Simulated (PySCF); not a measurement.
# H4Ho (Ho(H)4-): the cost of one run

Computed with PySCF 2.14.0. Level: several levels, as the steps say, no spin–orbit coupling.

1 further run of the same task is left out (for a known fault of the program).

## Step 1: Where the work starts

5 atoms, charge -1, spin multiplicity 1.

Bond lengths: Ho1–H2 2.077 Å, Ho1–H3 2.077 Å, Ho1–H4 2.077 Å, Ho1–H5 2.077 Å. Angles: H2–Ho1–H3 109.5°, H2–Ho1–H4 109.5°, H2–Ho1–H5 109.5°, H3–Ho1–H4 109.5°, H3–Ho1–H5 109.5°, H4–Ho1–H5 109.5°.

As a file:

```xyz
5
charge -1, multiplicity 1
Ho    0.0000    0.0000    0.0000
H     1.1993    1.1993    1.1993
H    -1.1993   -1.1993    1.1993
H     1.1993   -1.1993   -1.1993
H    -1.1993    1.1993   -1.1993
```

Formal oxidation states: Ho +3. Each metal's 10 4f electrons lie in its core potential, so multiplicities, spins and levels count the valence alone. An earlier session relaxed this geometry at PBE0, Ho lcecp-1-SVP with ECP56, H def2-SVP (singlet, point group Td).

At PBE0 on the finer grid: E = -40.007175 Eh, HOMO -2.08 eV, LUMO 4.14 eV, Mulliken charge on Ho1 +0.22 e, largest force component 0.002 eV/Å. 

Levels to run: TPSSh; TPSS; PBE0, TZVP. Hardware: 2 threads of Arm Neoverse V2, shared host.

## Step 2: TPSSh

run.py (the lines that set the calculation)

```python
mol = gto.M(atom='''
Ho     0.00000     0.00000     0.00000
H      1.19933     1.19933     1.19933
H     -1.19933    -1.19933     1.19933
H      1.19933    -1.19933    -1.19933
H     -1.19933     1.19933    -1.19933''',
    basis={'Ho': 'lcecp-1-SVP', 'H': 'def2-SVP'},
    ecp={'Ho': 'lcecp-1-SVP'},
    charge=-1, spin=0)
mf = dft.RKS(mol, xc='TPSSH')
mf.grids.atom_grid = (75, 302)  # f atoms: unpruned, at least (60, 302)
mf = mf.density_fit()  # fitting sets: Ho AutoAux, H def2-universal-JKFIT
mf.conv_tol = 1e-08; mf.max_cycle = 55
mf.kernel(dm0)  # dm0: the density of the relaxed state
```

Launch:

```
OMP_NUM_THREADS=2 python run.py
```

**Question.** How long does this run take on 2 threads of Arm Neoverse V2, shared host?

About 2.7 s.
